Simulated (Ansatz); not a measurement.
# La2TeN2: the cost of one run

Computed with Ansatz 0.2.0 (reference: DFT PBE, plane waves, PAW, scalar-relativistic, no spin polarisation, unless a step's input says otherwise).

1 further run of the same task is left out (it didn't finish).

## 1. The system as given

It takes space group I4/mmm (No. 139, tetragonal). The conventional cell has a = 4.169 Å, b = 4.169 Å, c = 13.214 Å, α = 90.00°, β = 90.00°, γ = 90.00°. Around La (site symmetry 4mm) lie 4 N at 2.43 Å. Te (site symmetry 4/mmm) is surrounded by 8 La at 3.60 Å. N (site symmetry -4m2) is surrounded by 4 La at 2.43 Å.

Structure file:

```cif
data_structure
_symmetry_space_group_name_H-M 'I4/mmm'
_symmetry_Int_Tables_number 139
_cell_length_a 4.1693
_cell_length_b 4.1693
_cell_length_c 13.2144
_cell_angle_alpha 90.000
_cell_angle_beta 90.000
_cell_angle_gamma 90.000
_cell_volume 229.70
loop_
_atom_site_label
_atom_site_type_symbol
_atom_site_symmetry_multiplicity
_atom_site_Wyckoff_symbol
_atom_site_fract_x
_atom_site_fract_y
_atom_site_fract_z
_atom_site_occupancy
La1 La 4 e 0.50000 0.50000 0.84400 1
Te1 Te 2 a 0.00000 0.00000 0.00000 1
N1 N 4 d 0.00000 0.50000 0.75000 1
```

## 2. Baseline

input.yaml reads:

```yaml
crystal:
  lattice:
    - [0.0, 4.169266, 0.0]
    - [4.169266, 0.0, 0.0]
    - [2.084633, 2.084633, -6.60722]
  atoms:
    - { symbol: La, position: [0.344, 0.344, 0.312] }
    - { symbol: La, position: [0.656, 0.656, 0.688] }
    - { symbol: Te, position: [0.0, 0.0, 0.0] }
    - { symbol: "N", position: [0.25, 0.75, 0.5] }
    - { symbol: "N", position: [0.75, 0.25, 0.5] }
  symmetry: { tolerance: 0.0003 }
kpoints:
  mp_grid: { grid: [5, 5, 5], shift: [0, 0, 0] }
magnetization:
  spin_polarized: false
scf:
  occupations: { method: fermi_dirac }
hamiltonian:
  pseudopotentials: { kind: paw }
  xc: pbe
basis:
  ecutwfc: 420
output:
  forces: true
  stress: true
  eigenvalues: true
  write_density: true
  write_potential: true
  elf: true
  volumetric_format: npy
```

Launch:

```bash
$ ansatz run input.yaml --threads 1 --pin off --max-ram 2560MiB --backend cpu --events-out ev --progress --plain --runs-dir out
```

What time and memory should one allow on 1 thread of Arm Neoverse V1, shared host?

About 6.7 s, with a peak of 0.39 GiB.
